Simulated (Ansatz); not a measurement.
**C4H4O2Zr: basis-set convergence**

How large a basis does C4H4O2Zr need? Two functionals are run in growing sets.

Computed with Ansatz 0.2.0, Gaussian basis. Level: one geometry, several basis sets.

Levels to be run: PBE0-D4/def2-SVP; ωB97M-V/def2-SVP; PBE0-D4/def2-QZVPP; ωB97M-V/def2-QZVPP; the functionals' def2-TZVPP values are taken from earlier runs.

### Step 1. The relaxed structure

An earlier PBE0-D4 in a triple-zeta def2 set relaxation fixed the geometry. Zr takes the def2 core potential; no spin-orbit term is included.

SMILES `C#[C][Zr]([OH])([OH])[C]#C`, 11 atoms, charge 0, spin multiplicity 1.

Atoms are counted from 1 here; the program's logs count them from 0.

Bond lengths: C1–C2 1.216 Å, C1–H8 1.067 Å, C2–Zr3 2.200 Å, Zr3–O4 1.901 Å, Zr3–O5 1.901 Å, Zr3–C6 2.200 Å, O4–H9 0.953 Å, O5–H10 0.953 Å, C6–C7 1.216 Å, C7–H11 1.067 Å. Angles: C2–C1–H8 179.8°, C1–C2–Zr3 178.4°, C2–Zr3–O4 108.4°, C2–Zr3–O5 108.4°, C2–Zr3–C6 110.5°, O4–Zr3–O5 112.8°, O4–Zr3–C6 108.4°, O5–Zr3–C6 108.4°, Zr3–O4–H9 166.8°, Zr3–O5–H10 166.8°, Zr3–C6–C7 178.4°, C6–C7–H11 179.8°.

Geometry (Å):

```
C     0.5382   -0.9304   -2.9377
C     0.4096   -0.7413   -1.7438
Zr    0.1520   -0.3446    0.4044
O    -0.9865   -1.6834    1.1291
O     1.8693   -0.3176    1.2194
C    -0.7953    1.6158    0.7175
C    -1.3202    2.7033    0.8570
H     0.6493   -1.0927   -3.9864
H    -1.3841   -2.3978    1.6190
H     2.6490   -0.4695    1.7461
H    -1.7811    3.6584    0.9754
```

### Step 2. PBE0-D4 in def2-SVP

File in.yaml:

```yaml
crystal:
  periodic: [false, false, false]
  atoms:
    - {symbol: C, position_ang: [0.538183, -0.930422, -2.937660]}
    - {symbol: C, position_ang: [0.409583, -0.741314, -1.743765]}
    - {symbol: Zr, position_ang: [0.152009, -0.344571, 0.404400]}
    - {symbol: O, position_ang: [-0.986537, -1.683419, 1.129060]}
    - {symbol: O, position_ang: [1.869273, -0.317622, 1.219391]}
    - {symbol: C, position_ang: [-0.795321, 1.615754, 0.717502]}
    - {symbol: C, position_ang: [-1.320239, 2.703261, 0.857047]}
    - {symbol: H, position_ang: [0.649272, -1.092699, -3.986446]}
    - {symbol: H, position_ang: [-1.384086, -2.397827, 1.618958]}
    - {symbol: H, position_ang: [2.648954, -0.469501, 1.746129]}
    - {symbol: H, position_ang: [-1.781081, 3.658380, 0.975365]}
basis:
  gaussian: {orbitals: def2-SVP}
hamiltonian: {xc: pbe0, dispersion: d4}
output: {orbitals: {seedname: orbitals}}
```

The run is started by

```sh
> ansatz run in.yaml --threads 4 --pin off --events-out ev --progress --plain --max-ram 11315MiB
```

Further steps of the session: ωB97M-V in def2-SVP; PBE0-D4 in def2-QZVPP; ωB97M-V in def2-QZVPP.

**Question.** What will the summary of the whole plan be? Wanted: PBE0-D4: double and triple zeta above quadruple; ωB97M-V: double and triple zeta above quadruple.

**Answer**, as computed:

```
                                       quantity           value
PBE0-D4: double and triple zeta above quadruple  10.63, 0.54 eV
ωB97M-V: double and triple zeta above quadruple  10.90, 0.49 eV
```

What this shows: For PBE0-D4 the step from double to triple zeta gains 10.09 eV and the next only 0.54 eV. Total energies overstate the basis error of differences, where much of it tends to cancel.
